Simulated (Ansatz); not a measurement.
# C2H6AlCl: basis-set convergence

An exercise on one series of results from a longer session: the logs are not shown, and one member is left open.

Method: one geometry, several basis sets; program: Ansatz 0.2.0, Gaussian basis.

Levels to be run: PBE0-D4/def2-SVP; ωB97M-V/def2-SVP; PBE0-D4/def2-QZVPP; ωB97M-V/def2-QZVPP; the functionals' def2-TZVPP values are taken from earlier runs.

**Structure used throughout**

An earlier PBE0-D4 in a triple-zeta def2 set relaxation fixed the geometry.

10 atoms, charge 0, spin multiplicity 1.

Atoms are counted from 1 here; the program's logs count them from 0.

Bond lengths: C1–C2 1.500 Å, C1–H5 1.094 Å, C1–H6 1.092 Å, C1–H7 1.095 Å, C2–Al3 1.968 Å, C2–Cl4 1.897 Å, C2–H8 1.089 Å, Al3–Cl4 2.414 Å, Al3–H9 1.584 Å, Al3–H10 1.582 Å. Angles: C2–C1–H5 113.2°, C2–C1–H6 111.9°, C2–C1–H7 107.5°, H5–C1–H6 108.7°, H5–C1–H7 107.7°, H6–C1–H7 107.6°, C1–C2–Al3 125.2°, C1–C2–Cl4 109.7°, C1–C2–H8 112.9°, Al3–C2–Cl4 77.3°, Al3–C2–H8 118.4°, Cl4–C2–H8 102.5°, C2–Al3–Cl4 50.0°, C2–Al3–H9 116.5°, C2–Al3–H10 118.8°, Cl4–Al3–H9 109.0°, Cl4–Al3–H10 109.6°, H9–Al3–H10 124.4° and more.

Set-up of the first run:

File in.yaml:

```yaml
crystal:
  periodic: [false, false, false]
  atoms:
    - {symbol: C, position_ang: [-1.061326, 0.911502, 0.117644]}
    - {symbol: C, position_ang: [0.055922, 0.158219, -0.540888]}
    - {symbol: Al, position_ang: [1.411982, -0.911443, 0.402058]}
    - {symbol: Cl, position_ang: [-0.496486, -1.621132, -0.895588]}
    - {symbol: H, position_ang: [-1.958556, 0.981294, -0.503761]}
    - {symbol: H, position_ang: [-1.335023, 0.475662, 1.080313]}
    - {symbol: H, position_ang: [-0.705484, 1.930346, 0.305461]}
    - {symbol: H, position_ang: [0.291765, 0.534138, -1.535590]}
    - {symbol: H, position_ang: [1.135112, -1.213443, 1.932080]}
    - {symbol: H, position_ang: [2.745096, -1.296346, -0.358829]}
basis:
  gaussian: {orbitals: def2-SVP}
hamiltonian: {xc: pbe0, dispersion: d4}
output: {orbitals: {seedname: orbitals}}
```

The run is started by

```
$ ansatz run in.yaml --threads 2 --pin off --events-out ev --progress --plain --max-ram 4352MiB
```

Steps of the session up to this table: PBE0-D4 in def2-SVP; ωB97M-V in def2-SVP; PBE0-D4 in def2-QZVPP; ωB97M-V in def2-QZVPP.

One table of the session follows, with a row left open; its other results are not shown here.

```
functional       basis  HOMO (eV)
   PBE0-D4    def2-SVP      -7.70
   PBE0-D4  def2-TZVPP      -7.71
   PBE0-D4  def2-QZVPP      -7.72
   ωB97M-V    def2-SVP          ?
   ωB97M-V  def2-TZVPP      -9.92
   ωB97M-V  def2-QZVPP      -9.93
```

Q: Estimate the row for ωB97M-V, def2-SVP from the others.

The run gave: HOMO (eV): -9.88. In the column «HOMO (eV)» it lies between ωB97M-V, def2-TZVPP (-9.92) and PBE0-D4, def2-QZVPP (-7.72).
